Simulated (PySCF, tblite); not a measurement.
**C3H7B2F3: geometry, infrared bands, NMR shifts, spin-spin couplings, electronic excitations and core binding energies**

What infrared bands, NMR shifts, spin-spin couplings, electronic excitations and core binding energies should C3H7B2F3 (`BCBCC(F)(F)F`) show?

The runs use tblite 0.8.0 and PySCF 2.14.0, with density-fitted response routines of our own; the level of theory stands in each step. All values are computed, except where a source is named. Atoms count from 0, in the outputs and in this text.

**1. The molecule as given**

15 atoms, charge 0, multiplicity 1; geometry from: force field or distance geometry start.

Bonds of the start (Å): B0–C1 1.60, C1–B2 1.57, B2–C3 1.60, C3–C4 1.52, C4–F5 1.38, C4–F6 1.37, C4–F7 1.39, B0–H8 1.18, B0–H9 1.17, C1–H10 1.12, C1–H11 1.10, B2–H12 1.19, C3–H13 1.12, C3–H14 1.11.

**2. Optimising the geometry with GFN2-xTB**

The job: settings as JSON, then the geometry in Å.

```
{"job": {"kind": "relax", "xc": "GFN2-xTB", "basis": "xTB"}, "charge": 0, "multiplicity": 1}
B      2.671100     0.092300     0.286000
C      1.498900    -0.646000    -0.511100
B      0.172400     0.196800    -0.417500
C     -1.136600    -0.395600     0.280400
C     -2.318200     0.566600     0.276600
F     -1.996800     1.734800     0.936200
F     -3.399100    -0.015100     0.894500
F     -2.663800     0.875400    -1.030600
H      2.567800     0.284900     1.449800
H      3.634400     0.439700    -0.277300
H      1.344200    -1.655400    -0.054500
H      1.791700    -0.774000    -1.563400
H      0.131500     1.287100    -0.880900
H     -0.876900    -0.651400     1.338800
H     -1.425100    -1.332300    -0.231000
```

On the command line:

```console
OMP_NUM_THREADS=1 python probes_run.py task.json out
```

One launch serves the whole session: the jobs run in the order shown.

**Question.** This job is followed by: GFN2-xTB harmonic vibrations, gas phase; PBE0-D3(BJ)/def2-SVP geometry optimisation, gas phase; GIAO PBE0/pcSseg-1 NMR shielding, non-relativistic, gas phase; B3LYP/pcJ-1 indirect spin-spin coupling, non-relativistic, gas phase; TDDFT CAM-B3LYP/def2-SVPD, vertical, gas phase, core orbitals frozen in the response; GIAO CAM-B3LYP/pcSseg-1 NMR shielding, non-relativistic, gas phase; delta-SCF UKS SCAN, pcX-2 on the ionised atom, pcseg-1 elsewhere, spin-free X2C. Predict these results of the whole session: strongest single infrared mode (GFN2-xTB); zero-point energy (GFN2-xTB); point group; rotational constants (main isotopes); 13C shifts against TMS (PBE0/pcSseg-1); 1H shifts against TMS (PBE0/pcSseg-1, means over atoms taken as alike); 11B shifts against BF3·OEt2 (PBE0/pcSseg-1); 19F shifts against CFCl3 (PBE0/pcSseg-1, means over atoms taken as alike); surface potential, 1st and 99th percentile; largest coupling of the table (B3LYP/pcJ-1); lowest singlet (CAM-B3LYP/def2-SVPD); brightest single state of those computed; lowest triplet; vertical ionisation energy (ΔSCF); vertical electron affinity (ΔSCF); C1s binding energies, SCAN/pcX-2; B1s binding energies, SCAN/pcX-2 (standing for 1 of 2 atoms); F1s binding energies, SCAN/pcX-2; range of the shift of F5.

**Answer**, as computed:

| quantity | value |
| --- | --- |
| strongest single infrared mode (GFN2-xTB) | 1019 cm⁻¹, 277 km/mol |
| zero-point energy (GFN2-xTB) | 62.4 kcal/mol |
| point group | C1 |
| rotational constants (main isotopes) | 4.24, 0.95, 0.93 GHz |
| 13C shifts against TMS (PBE0/pcSseg-1) | 132.3, 60.7, 40.3 ppm |
| 1H shifts against TMS (PBE0/pcSseg-1, means over atoms taken as alike) | 7.81, 7.78, 3.59, 2.17 ppm |
| 11B shifts against BF3·OEt2 (PBE0/pcSseg-1) | 86.1, 81.7 ppm |
| 19F shifts against CFCl3 (PBE0/pcSseg-1, means over atoms taken as alike) | -75.5 ppm |
| surface potential, 1st and 99th percentile | -0.70 V and 1.82 V |
| largest coupling of the table (B3LYP/pcJ-1) | 1J(C,F) C4–F5, -338.9 Hz |
| lowest singlet (CAM-B3LYP/def2-SVPD) | 5.62 eV (221 nm), f = 0.005 |
| brightest single state of those computed | state 10, 8.90 eV, f = 0.086 |
| lowest triplet | 5.00 eV |
| vertical ionisation energy (ΔSCF) | 11.66 eV |
| vertical electron affinity (ΔSCF) | 0.28 eV |
| C1s binding energies, SCAN/pcX-2 | C4 298.09, C3 291.26, C1 290.37 eV |
| B1s binding energies, SCAN/pcX-2 (standing for 1 of 2 atoms) | B2 196.52 eV |
| F1s binding energies, SCAN/pcX-2 | F5 693.78 eV |
| range of the shift of F5 | -75.5 to -65.0 ppm |

What this shows: Over 85 steps the energy fell by 0.259 eV; of the close pairs, C4–F7 changed most, 1.387 to 1.343 Å (GFN2-xTB). All 39 modes are real, so the xTB geometry is a minimum. The strongest single mode, at 1019 cm⁻¹, has its largest shares on H11, C4, H12 and C1 (the list is cut at 4 atoms). Unscaled tight-binding wavenumbers are off by several per cent, some by more. Its intensities can rank the bands wrongly. Relaxing lowered the energy by 0.161 eV in 10 steps; the close pair that moved most is B0–H9, from 1.172 to 1.209 Å (PBE0/def2-SVP). At PBE0/pcSseg-1: The widest tensor belongs to B0: span 190 ppm, with a paramagnetic part of -177 ppm. Couplings across rotatable bonds belong to this one conformer; where others are populated, the observed values are averages. Density functionals describe couplings to fluorine poorly, F–F couplings above all, so those rows are rough. The first singlet state (HOMO→LUMO 0.87) lies at 5.62 eV and is weak; of the 10 states computed, the strongest absorption comes from state 10 at 8.90 eV (the last computed, so partners may be missing). The lowest triplet lies 0.62 eV below the lowest singlet (triplets in Tamm-Dancoff, singlets in full TDDFT). The orbital energy would give 10.70 eV for ionisation, ΔSCF gives 11.66 eV. C4 (CF3 carbon) binds its C1s electron 7.72 eV more tightly than C1 (sp3 CH2 bonded to 2 B). Across the 2 runs the shift of F5 (with its like atoms) moves most, between -75.5 (PBE0/pcSseg-1) and -65.0 ppm (CAM-B3LYP/pcSseg-1). Most of that comes from the computed reference, not from the atom's own shielding.
